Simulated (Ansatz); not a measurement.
CuSn3 in Ansatz: the effect of functional

The system is CuSn3.

```
Sn Cu
1.0
    -2.20963    2.20963    4.80488
     2.20963   -2.20963    4.80488
     2.20963    2.20963   -4.80488
Sn Cu
3 1
Direct
  0.50000 0.50000 0.00000
  0.25000 0.75000 0.50000
  0.75000 0.25000 0.50000
  0.00000 0.00000 0.00000
```

The cell comes from a database or a generator and needn't be the stable form of this composition.

The cell isn't the ideal one: volume scaled by 0.96.

Alike in all runs:

```yaml
Program: Ansatz 0.2.0
Task: single point
Potentials_or_basis: Ansatz PAW
k_mesh: 8 × 8 × 8
Occupations: fermi-dirac, width 0.05 eV
Spin: no spin polarisation
```

```csv
functional,cutoff,pressure (GPa)
LDA,420 eV (not typed: the program's choice for these potentials),-3.9
r2SCAN,500 eV (not typed: the program's choice for these potentials),?
PBE,420 eV (not typed: the program's choice for these potentials),1.2
```

Question: What does the run with functional r2SCAN give?

Answer: Pressure -0.6 GPa.

Caveats: the PAW data sets come from PBE, with cores solved anew for the run's functional, which leaves a small shift of forces and pressure (some runs).
